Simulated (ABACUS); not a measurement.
Crystal: HPbNO4.

```xyz
7
Lattice="4.1992 0.1112 0.1682 1.9160 3.8913 0.1257 1.7609 1.2526 6.3727" Properties=species:S:1:pos:R:3 pbc="T T T"
H     6.1559    3.5396    4.2374
Pb    3.9410    4.7367    5.7714
N     2.1622    1.5295    2.0021
O     6.1170    3.6060    5.2180
O     2.2525    1.0554    0.8130
O     2.1821    0.7481    2.9790
O     2.0545    2.7723    2.1460
```

The cell was built by a generator and needn't be a form met in nature.

Base run:

```yaml
Program: ABACUS 3.10.1
Functional: PBEsol
Potentials_or_basis: SG15 ONCV 1.2 PBE
Cutoff: 1143 eV
Density_cutoff: 4572 eV
Basis: plane waves
k_mesh: 5 × 5 × 3
Occupations: fermi-dirac, width 0.05 eV
Spin: no spin polarisation
```

Its results: band gap on the k mesh 2.85 eV, indirect (least direct gap 2.86 eV); pressure -2.2 GPa; largest force 0.275 eV/Å.

Question: The run is repeated on the same cell with these changes: functional from PBEsol to revTPSS; cutoff from 1143 eV to 1320 eV; density cutoff from 4572 eV to 5279 eV; k mesh from 5 × 5 × 3 to 4 × 4 × 3. What comes out?

Answer: Band gap on the k mesh 3.11 eV, indirect (least direct gap 3.12 eV); pressure -0.8 GPa; largest force 0.302 eV/Å.

Several settings changed at once, so the effect can't be laid on one alone.

Caveats: some runs use coarse meshes; the potentials were made for another functional, which shifts forces and pressure; spin-orbit coupling is left out, which as a rule narrows the gap of such compounds by several tenths of an eV; an odd mesh through Γ misses points on the zone boundary, where band edges often lie.
